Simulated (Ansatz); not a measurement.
Runs of Ansatz 0.2.0 on SrB3Pt. It takes space group Pm-3m (No. 221, cubic). The conventional cell has a = 4.541 Å, b = 4.541 Å, c = 4.541 Å, α = 90.00°, β = 90.00°, γ = 90.00°. Sr (site symmetry m-3m) has 6 B at 2.27 Å as nearest neighbours. B (site symmetry 4/mmm) is surrounded by 2 Sr at 2.27 Å. Pt (site symmetry m-3m) has 12 B at 3.21 Å as nearest neighbours. The cell was built by a generator and needn't be a form met in nature.

```tsv
task	level	spin	U	cell	hubbard projectors	double counting	points for each segment of the path	gap on the mesh (eV)	pressure (GPa)	relaxed volume (Å³/atom)
relaxation of cell and atoms	PBE	off	-	relaxed	-	-	-	none	0.0	(a)
relaxation of cell and atoms	PBE+U	off	Pt d U = 4 eV	relaxed	ortho-atomic (the default)	fll (the default)	-	none	0.0	21.92
relaxation of the atoms	PBE	off	-	atoms relaxed	-	-	-	none	0.3	-
relaxation of cell and atoms	PBE+U	off	Pt d U = 3 eV	relaxed	ortho-atomic (the default)	fll (the default)	-	none	0.0	21.34
band structure	LDA	SOC, no magnetisation	-	as given	-	-	14	none	-4.5	-
relaxation of cell and atoms	PBE+U	off	Pt d U = 2 eV	relaxed	ortho-atomic (the default)	fll (the default)	-	none	0.0	20.68
band structure	LDA	off	-	as given	-	-	14	none	(b)	-
```

Alike in all rows: potentials or basis Ansatz PAW; k mesh 5 × 5 × 5; cutoff (eV) 420; smearing fermi-dirac 0.05 eV.

**Question.** Fill in the values left out.

**Answer.** (a) 19.15; (b) -4.4.

Caveats: the plane-wave basis is chosen anew once the cell has moved, so the energies of steps on either side of that aren't comparable (some runs); U without spin polarisation on a metal has little footing (some runs); the U is typed as a test and isn't derived for this compound (some runs); the PAW data sets come from PBE, with cores solved anew for the run's functional, which leaves a small shift of forces and pressure (some runs); the volume moved by over 15 % at a fixed basis, so the end points are rough (some runs); the relaxation stopped at its first step, so nothing moved (some runs); the thresholds are loose for stress (some runs).

A k mesh can miss the band edges, and rows without SOC leave out spin-orbit coupling on Pt, Sr.

A gap of «none» marks a metal or a gap under the smearing width.
